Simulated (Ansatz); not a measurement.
# HfN: the cost of one run

Method: DFT PBE, scalar-relativistic, plane waves, PAW, in Ansatz 0.2.0.

2 further runs of the same task are left out: 2 set aside as unsound or not needed.

## (1) The starting structure

The structure is cubic, space group Fm-3m (No. 225). Conventional cell: a = 4.549 Å, b = 4.549 Å, c = 4.549 Å, α = 90.00°, β = 90.00°, γ = 90.00°. Hf (site symmetry m-3m) is surrounded by 6 N at 2.27 Å. N (site symmetry m-3m) is surrounded by 6 Hf at 2.27 Å.

As a file:

```cif
data_structure
_symmetry_space_group_name_H-M 'P 1'
_symmetry_Int_Tables_number 1
_cell_length_a 3.2164
_cell_length_b 3.2164
_cell_length_c 3.2164
_cell_angle_alpha 60.000
_cell_angle_beta 60.000
_cell_angle_gamma 60.000
_cell_volume 23.53
loop_
_atom_site_label
_atom_site_type_symbol
_atom_site_fract_x
_atom_site_fract_y
_atom_site_fract_z
_atom_site_occupancy
Hf1 Hf 0.00000 0.00000 0.00000 1
N1 N 0.50000 0.50000 0.50000 1
```

It is the result of an earlier relaxation at this level (volume 11.76 Å³/atom; gap on the mesh: none (metal)).

## (2) The cell under 4 GPa

At a set pressure the run lowers the enthalpy E + PV, so the energy alone may rise along the way.

input.yaml

```yaml
crystal:
  lattice:
    - [0.0, 2.2743602375, 2.2743602375]
    - [2.2743602375, 0.0, 2.2743602375]
    - [2.2743602375, 2.2743602375, 0.0]
  atoms:
    - { symbol: Hf, position: [0.0, 0.0, 0.0] }
    - { symbol: "N", position: [0.5, 0.5, 0.5] }
basis:
  ecutwfc: 420
kpoints:
  mp_grid: { grid: [16, 16, 16] }
hamiltonian:
  xc: pbe
scf:
  occupations: { method: fermi_dirac, width: 0.15 }
output:
  forces: true
  stress: true
  eigenvalues: true
  write_density: true
  write_potential: true
  elf: true
  volumetric_format: npy
relax:
  adjacent_minimum: "off"
  f_tol: 0.001
  max_steps: 60
  cell: { stress_tol: 0.02, p_target: 4.0 }
```

Run with:

```bash
ansatz run input.yaml --threads 1 --pin off --max-ram 3072MiB --backend cpu --events-out ev --progress --plain --runs-dir out
```

**Question.** How long does this run take on 1 thread of Intel Xeon Platinum 8488C (Sapphire Rapids), shared host, and how much memory does it need?

About 26 s, with a peak of 0.44 GiB.
